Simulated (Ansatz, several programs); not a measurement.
KSrBr3 (cubic perovskite), relaxed with PBE in Ansatz (plane waves, PAW): the symmetry is Pm-3m (No. 221, cubic); conventional cell a = 5.985 Å, 42.87 Å³ an atom. K has 12 Br at 4.23 Å; Sr has 6 Br at 2.99 Å; Br has 2 Sr at 2.99 Å and 4 K at 4.23 Å. The cell was then scaled with its shape and fractional coordinates held. No spin polarisation. The prototype was imposed, so other structures may be more stable.

| V (Å³/atom) | E (meV/atom) |
| --- | --- |
| 40.295 | 8.80 |
| 42.868 | 0.00 |
| 44.154 | 2.03 |
| 45.440 | 7.49 |

(1) Pass a cubic E = c₀ + c₁u + c₂u² + c₃u³, with u = V − 43.189 Å³, through these points.

(2) Where is the minimum, and what bulk modulus follows?

(3) Predict the energy and the pressure at the withheld volume, 41.581 Å³.

## Answers

(1) c₀ = 0.15, c₁ = +0.853, c₂ = 1.182, c₃ = -0.0502 (meV and Å³).

(2) dE/du = 0 at u = -0.353, so V₀ = 42.84 Å³. B = V₀ d²E/dV² = 42.84 × (2c₂ + 6c₃u) = 42.84 × 2.471 = 106 meV/Å³, and 1 meV/Å³ is 0.16022 GPa: 17 GPa. A third-order Birch-Murnaghan fit to all five points gives 42.83 Å³ and 17 GPa.

(3) With u = -1.608: E ≈ 2.04 meV and P = −dE/dV ≈ +0.53 GPa. The run gives 2.01 meV and, from its stress, +0.53 GPa.
